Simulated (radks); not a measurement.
# The Coulomb parameter U of the 4d shell of Tc²⁺

One table from this session's results is given with a row withheld; the runs are named, their logs left out.

Program: radks (a radial shooting solver on a logarithmic mesh, Libxc functionals) version 1. Level of theory: scalar-relativistic Kohn-Sham, LDA (Slater exchange, Perdew-Wang correlation), spin-unpolarised, spherical densities, finite nucleus. These are calculated values, not measurements, unless marked.

**What is computed**

| Property | Result |
| --- | --- |
| element | technetium (Z = 43) |
| charge | +2 |
| electrons | 41 |
| configuration | [Kr] 4d3 5p2 |
| nuclear rms radius | 4.4112 fm |

The outer shells:

Tc²⁺
```
[Kr] core
4d [↑ ][↑ ][↑ ][  ][  ]
5p [↑ ][↑ ][  ]
```

The first run:

Settings of this run:

```text
Z 43
configuration [Kr] 4d3 5p2
relativity scalar-relativistic
functional lda,pw
spin unpolarised
nucleus finite rms 4.4112 fm
c 137.035999084
```

Among the steps run: Start: [Kr] 4d3 5p2.

One of the session's tables, all rows but one given; the rest of the session is left out.

It belongs to the step «Start: [Kr] 4d3 5p2». Radial moments (bohr):

```
level     <r>  outermost maximum (interpolated)  90 % within  nodes
   2p  0.1304                             0.101        0.212      0
   3s  0.4161                             0.373        0.615      2
   3p  0.4168                             0.366        0.630      1
   3d  0.3991                             0.311        0.637      0
   4s   1.045                             0.944         1.52      3
   4p   1.147                              1.01         1.69      2
   4d   1.489                              1.22         2.30      1
   5p       ?                                 ?            ?      ?
```

**Question.** Estimate the row for 5p.

As computed: <r>: 3.076; outermost maximum (interpolated): 2.77; 90 % within: 4.44; nodes: 3. In the column «<r>» it is the highest.
